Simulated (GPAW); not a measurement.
WAu, 2 atoms in the cell. It takes space group F-43m (No. 216, cubic). The conventional cell has a = 5.306 Å, b = 5.306 Å, c = 5.306 Å, α = 90.00°, β = 90.00°, γ = 90.00°. Around W (site symmetry -43m) lie 4 Au at 2.30 Å. Au (site symmetry -43m) has 4 W at 2.30 Å as nearest neighbours. The cell was built by a generator and needn't be a form met in nature.

| Quantity | Value |
| --- | --- |
| Program | GPAW 26.7.0 |
| Task | Fermi surface |
| Functional | PBE |
| Potentials or basis | GPAW PAW data sets (gpaw-data 1.2.1) |
| Cutoff | 510 eV |
| Basis | pw |
| k mesh | 8 × 8 × 8 |
| Occupations | fermi-dirac, width 0.05 eV |
| Spin | no spin polarisation |
| Maxiter | 150 |
| Fermi k mesh | 12 × 12 × 12 |

Potentials or basis: GPAW PAW data sets (gpaw-data 1.2.1), pw.

Run with:

```console
$ OMP_NUM_THREADS=1 python run.py
```

Hardware: 1 thread of Arm Neoverse V2, on a shared host.

Question: How long does it take, and how much memory?

Answer: Wall time 25 s on 1 thread of Arm Neoverse V2 (shared host), peak memory 0.22 GiB. Counts: scf iterations 17, plane waves 992, bands 25, k points 29.
